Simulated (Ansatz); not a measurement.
# C₂H₅AlClN: a ladder of functionals and wavefunction methods

An exercise on one series of results from a longer session: the logs are not shown, and one member is left open.

The runs use Ansatz 0.2.0, Gaussian basis; functionals in def2-TZVPP, the program's frozen cores in correlated methods.

Plan: PBE-D4, r2SCAN-D4, PBE0-D4, B3LYP-D4, ωB97X-V, ωB97M-V, B2PLYP; CCSD(T)/def2-TZVPP; MP2/def2-QZVPP; extrapolation to the limit.

## The relaxed structure

An earlier PBE0-D4 in a triple-zeta def2 set relaxation fixed the geometry.

SMILES `[NH2][Al]1[CH2][CH]1Cl`, 10 atoms, charge 0, spin multiplicity 1.

Atoms are counted from 1 here; the program's logs count them from 0.

Bond lengths: N1–Al2 1.755 Å, N1–H6 1.006 Å, N1–H7 1.007 Å, Al2–C3 1.915 Å, Al2–C4 1.888 Å, C3–C4 1.553 Å, C3–H8 1.090 Å, C3–H9 1.095 Å, C4–Cl5 1.873 Å, C4–H10 1.084 Å. Angles: Al2–N1–H6 124.3°, Al2–N1–H7 124.6°, H6–N1–H7 110.6°, N1–Al2–C3 157.1°, N1–Al2–C4 151.8°, C3–Al2–C4 48.2°, Al2–C3–C4 65.0°, Al2–C3–H8 132.1°, Al2–C3–H9 112.3°, C4–C3–H8 118.5°, C4–C3–H9 108.4°, H8–C3–H9 110.9°, Al2–C4–C3 66.8°, Al2–C4–Cl5 83.2°, Al2–C4–H10 162.0°, C3–C4–Cl5 104.1°, C3–C4–H10 122.6°, Cl5–C4–H10 107.1°.

Geometry (Å):

```xyz
10

N    -2.0456    0.4013   -0.9276
Al   -0.4937    0.1145   -0.1602
C     0.7209   -0.4813    1.1951
C     1.3334   -0.3551   -0.2265
Cl    1.5697    1.4887   -0.4583
H    -2.8794    0.6753   -0.4353
H    -2.1928    0.4430   -1.9224
H     1.2083    0.0400    2.0188
H     0.5967   -1.5443    1.4250
H     2.2656   -0.8332   -0.5060
```

Set-up of the first run:

in.yaml reads:

```yaml
crystal:
  periodic: [false, false, false]
  atoms:
    - {symbol: N, position_ang: [-2.045631, 0.401258, -0.927625]}
    - {symbol: Al, position_ang: [-0.493738, 0.114530, -0.160170]}
    - {symbol: C, position_ang: [0.720866, -0.481257, 1.195143]}
    - {symbol: C, position_ang: [1.333354, -0.355132, -0.226543]}
    - {symbol: Cl, position_ang: [1.569716, 1.488650, -0.458299]}
    - {symbol: H, position_ang: [-2.879356, 0.675295, -0.435280]}
    - {symbol: H, position_ang: [-2.192786, 0.442980, -1.922448]}
    - {symbol: H, position_ang: [1.208342, 0.040004, 2.018831]}
    - {symbol: H, position_ang: [0.596735, -1.544319, 1.425046]}
    - {symbol: H, position_ang: [2.265597, -0.833208, -0.505955]}
basis:
  gaussian: {orbitals: def2-TZVPP}
hamiltonian: {xc: pbe, dispersion: d4}
output: {forces: true, orbitals: {seedname: orbitals}}
```

Run with:

```
$ ansatz run in.yaml --threads 4 --pin off --events-out ev --progress --plain --max-ram 10444MiB
```

Steps of the session up to this table: PBE-D4 (GGA); r2SCAN-D4 (meta-GGA); PBE0-D4 (hybrid); B3LYP-D4 (hybrid); ωB97X-V (range-separated); ωB97M-V (range-separated); B2PLYP (double hybrid); CCSD(T) in def2-TZVPP; MP2 in def2-QZVPP.

One table of the session follows, with a row left open; its other results are not shown here.

| method | atomisation energy (eV) |
| --- | --- |
| PBE-D4 | 37.045 |
| r2SCAN-D4 | 36.250 |
| PBE0-D4 | 36.287 |
| B3LYP-D4 | 35.952 |
| ωB97X-V | 36.197 |
| ωB97M-V | 36.289 |
| B2PLYP | 35.587 |
| HF/def2-TZVPP | 24.974 |
| MP2/def2-TZVPP | 35.740 |
| CCSD/def2-TZVPP | 34.244 |
| CCSD(T)/def2-TZVPP | ? |
| MP2/CBS | 36.881 |
| CCSD(T)/CBS | 36.073 |

Q: Estimate the row for CCSD(T)/def2-TZVPP from the others.

The run gave: atomisation energy (eV): 34.933. In the column «atomisation energy (eV)» it lies between CCSD/def2-TZVPP (34.244) and B2PLYP (35.587).

To keep in mind: Free atoms (1 N, 1 Al, 2 C, 1 Cl, 5 H) were run apart at each level; the atomisation energy is their sum less the molecule, without zero-point or spin-orbit terms.
